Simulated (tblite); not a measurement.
# C8H13P: the cost of one run

Computed with tblite 0.8.0 and PySCF 2.14.0, with density-fitted response routines of our own, on a single molecule, in the gas phase or a continuum. Atoms count from 0, in the outputs and in this text.

## Step 1: The starting structure

22 atoms, charge 0, multiplicity 1; geometry from: force field or distance geometry start.

Bonds of the start (Å): C0–C1 1.52, C1–C2 1.49, C2–C3 1.48, C2–C4 1.29, C4–P5 1.66, P5–C6 1.90, C6–C7 1.50, C7–C8 1.50, C8–C6 1.52, C0–H9 1.12, C0–H10 1.11, C0–H11 1.11, C1–H12 1.10, C1–H13 1.12, C3–H14 1.12, C3–H15 1.15, C3–H16 1.10, C6–H17 1.09, C7–H18 1.09, C7–H19 1.12, C8–H20 1.11, C8–H21 1.12.

## Step 2: Relaxing the molecule with GFN2-xTB

The job: settings as JSON, then the geometry in Å.

```
{"job": {"kind": "relax", "xc": "GFN2-xTB", "basis": "xTB"}, "charge": 0, "multiplicity": 1}
C     -3.491300    -0.566700     0.554700
C     -2.334700    -0.412800    -0.416900
C     -1.260500     0.289500     0.340100
C     -1.376600     1.648300     0.923900
C     -0.128800    -0.322500     0.472500
P      1.337500    -1.096000     0.600500
C      2.444700    -0.715600    -0.893100
C      3.907900    -0.989800    -0.726800
C      3.394900     0.412900    -0.546700
H     -3.717800     0.459500     0.950000
H     -4.396900    -0.969600     0.052700
H     -3.182400    -1.159600     1.443800
H     -2.013700    -1.392100    -0.801800
H     -2.690900     0.188400    -1.287200
H     -0.621200     2.292800     0.398600
H     -1.074300     1.582600     2.028200
H     -2.396100     2.053300     0.809500
H      1.978600    -0.635600    -1.874400
H      4.185400    -1.596900     0.137300
H      4.534700    -1.070100    -1.652900
H      3.317300     0.869800     0.462400
H      3.573700     1.149500    -1.376100
```

Launch:

```bash
OMP_NUM_THREADS=1 python probes_run.py task.json out
```

This one command runs all jobs of the session in turn.

Q: Estimate the wall time and peak memory of this first job on 1 thread of Arm Neoverse V2, shared host.

About 1.5 s, with a peak of 0.18 GiB.
